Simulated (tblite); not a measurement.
# C3H5BrOSi2: the cost of one run

Computed with tblite 0.8.0 and PySCF 2.14.0, with density-fitted response routines of our own, on a single molecule in the gas phase. Atoms count from 0, in the outputs and in this text.

## 1. The starting structure

12 atoms, charge 0, multiplicity 1; geometry from: force field or distance geometry start.

Bonds of the start (Å): O0–C1 1.20, C1–Si2 1.83, Si2–C3 1.83, C3–C4 1.21, C4–Si5 1.83, Si5–Br6 2.28, C1–H7 1.09, Si2–H8 1.49, Si2–H9 1.45, Si5–H10 1.49, Si5–H11 1.46.

## 2. Optimising the geometry with GFN2-xTB

Job settings and geometry (Å):

```
{"job": {"kind": "relax", "xc": "GFN2-xTB", "basis": "xTB"}, "charge": 0, "multiplicity": 1}
O      1.897500     1.917500     1.144500
C      2.591100     1.068100     0.657900
Si     1.844200    -0.201800    -0.429500
C      0.044500    -0.335000    -0.133400
C     -1.143000    -0.455400     0.078900
Si    -2.943400    -0.607200     0.341500
Br    -3.792300     1.479400     0.682900
H      3.656300     0.999400     0.853200
H      2.105900     0.250800    -1.825500
H      2.484800    -1.498800    -0.325700
H     -3.628500    -1.185100    -0.845300
H     -3.115900    -1.432500     1.539100
```

The run is started by

```console
> OMP_NUM_THREADS=1 python probes_run.py task.json out
```

One launch serves the whole session: the jobs run in the order shown.

**Question.** How long does this first job take on 1 thread of Arm Neoverse N1, shared host?

About 3.6 s.
